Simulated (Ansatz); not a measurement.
# Li2MgH2N2: the cost of one run

Method: DFT, PBE, plane-wave PAW, default files, scalar-relativistic, as far as a step names no other, in Ansatz 0.2.0.

### 1 The system as given

Symmetry: Pbcn, No. 60, orthorhombic system. Conventional cell: a = 5.137 Å, b = 9.768 Å, c = 5.236 Å, α = 90.00°, β = 90.00°, γ = 90.00°. Li (site symmetry 2) is surrounded by 4 N at 2.06 to 2.17 Å and 2 H at 2.29 Å. Li (site symmetry 2) is surrounded by 4 H at 2.12 to 2.36 Å and 4 N at 2.16 to 2.32 Å and 1 Li at 2.37 Å. Mg (site symmetry 2) is surrounded by 4 N at 2.11 to 2.12 Å. H (site symmetry 1) has 1 N at 1.03 Å as nearest neighbours. Around N (site symmetry 1) lie 1 H at 1.03 Å.

Structure file:

```cif
data_structure
_symmetry_space_group_name_H-M 'P 1'
_symmetry_Int_Tables_number 1
_cell_length_a 5.1368
_cell_length_b 9.7679
_cell_length_c 5.2360
_cell_angle_alpha 90.000
_cell_angle_beta 90.000
_cell_angle_gamma 90.000
_cell_volume 262.72
loop_
_atom_site_label
_atom_site_type_symbol
_atom_site_fract_x
_atom_site_fract_y
_atom_site_fract_z
_atom_site_occupancy
Li1 Li 0.00000 0.25425 0.25000 1
Li2 Li 0.50000 0.24575 0.75000 1
Li3 Li 0.00000 0.74575 0.75000 1
Li4 Li 0.50000 0.75425 0.25000 1
Li5 Li 0.50000 0.51188 0.25000 1
Li6 Li 0.00000 0.98812 0.75000 1
Li7 Li 0.50000 0.48812 0.75000 1
Li8 Li 0.00000 0.01188 0.25000 1
Mg1 Mg 0.50000 0.23867 0.25000 1
Mg2 Mg 0.00000 0.26133 0.75000 1
Mg3 Mg 0.50000 0.76133 0.75000 1
Mg4 Mg 0.00000 0.73867 0.25000 1
H1 H 0.83316 0.44308 0.44989 1
H2 H 0.66684 0.05692 0.94989 1
H3 H 0.83316 0.55692 0.94989 1
H4 H 0.66684 0.94308 0.44989 1
H5 H 0.33316 0.94308 0.05011 1
H6 H 0.16684 0.55692 0.55011 1
H7 H 0.33316 0.05692 0.55011 1
H8 H 0.16684 0.44308 0.05011 1
N1 N 0.72811 0.35735 0.50275 1
N2 N 0.77189 0.14265 0.00275 1
N3 N 0.72811 0.64265 0.00275 1
N4 N 0.77189 0.85735 0.50275 1
N5 N 0.22811 0.85735 0.99725 1
N6 N 0.27189 0.64265 0.49725 1
N7 N 0.22811 0.14265 0.49725 1
N8 N 0.27189 0.35735 0.99725 1
```

### 2 Single point at the given positions

Contents of input.yaml:

```yaml
crystal:
  lattice:
    - [5.136781, 0.0, 0.0]
    - [0.0, 9.767938, 0.0]
    - [0.0, 0.0, 5.236011]
  atoms:
    - { symbol: Li, position: [0.0, 0.254254, 0.25] }
    - { symbol: Li, position: [0.5, 0.245746, 0.75] }
    - { symbol: Li, position: [0.0, 0.745746, 0.75] }
    - { symbol: Li, position: [0.5, 0.754254, 0.25] }
    - { symbol: Li, position: [0.5, 0.511876, 0.25] }
    - { symbol: Li, position: [0.0, 0.988124, 0.75] }
    - { symbol: Li, position: [0.5, 0.488124, 0.75] }
    - { symbol: Li, position: [0.0, 0.011876, 0.25] }
    - { symbol: Mg, position: [0.5, 0.238666, 0.25] }
    - { symbol: Mg, position: [0.0, 0.261334, 0.75] }
    - { symbol: Mg, position: [0.5, 0.761334, 0.75] }
    - { symbol: Mg, position: [0.0, 0.738666, 0.25] }
    - { symbol: H, position: [0.833162, 0.443078, 0.449894] }
    - { symbol: H, position: [0.666838, 0.056922, 0.949894] }
    - { symbol: H, position: [0.833162, 0.556922, 0.949894] }
    - { symbol: H, position: [0.666838, 0.943078, 0.449894] }
    - { symbol: H, position: [0.333162, 0.943078, 0.050106] }
    - { symbol: H, position: [0.166838, 0.556922, 0.550106] }
    - { symbol: H, position: [0.333162, 0.056922, 0.550106] }
    - { symbol: H, position: [0.166838, 0.443078, 0.050106] }
    - { symbol: "N", position: [0.728105, 0.357347, 0.502753] }
    - { symbol: "N", position: [0.771895, 0.142653, 0.002753] }
    - { symbol: "N", position: [0.728105, 0.642653, 0.002753] }
    - { symbol: "N", position: [0.771895, 0.857347, 0.502753] }
    - { symbol: "N", position: [0.228105, 0.857347, 0.997247] }
    - { symbol: "N", position: [0.271895, 0.642653, 0.497247] }
    - { symbol: "N", position: [0.228105, 0.142653, 0.497247] }
    - { symbol: "N", position: [0.271895, 0.357347, 0.997247] }
kpoints:
  mp_grid: { grid: [4, 2, 4] }
scf:
  occupations: { method: fermi_dirac, width: 0.02 }
hamiltonian:
  xc: pbe
  pseudopotentials: { kind: paw }
output:
  forces: true
  stress: true
  populations: true
  efg:
    quadrupole_moments_barn: { Li: -0.0401, Mg: 0.1994, H: 0.00285783, "N": 0.02044 }
    contact_densities: true
```

Run with:

```sh
ansatz run input.yaml --threads 1 --pin off --max-ram 2560MiB --backend cpu --events-out ev --progress --plain --runs-dir out
```

What time and memory should one allow on 1 thread of an Arm CPU, shared host?

About 41 s, with a peak of 0.65 GiB.
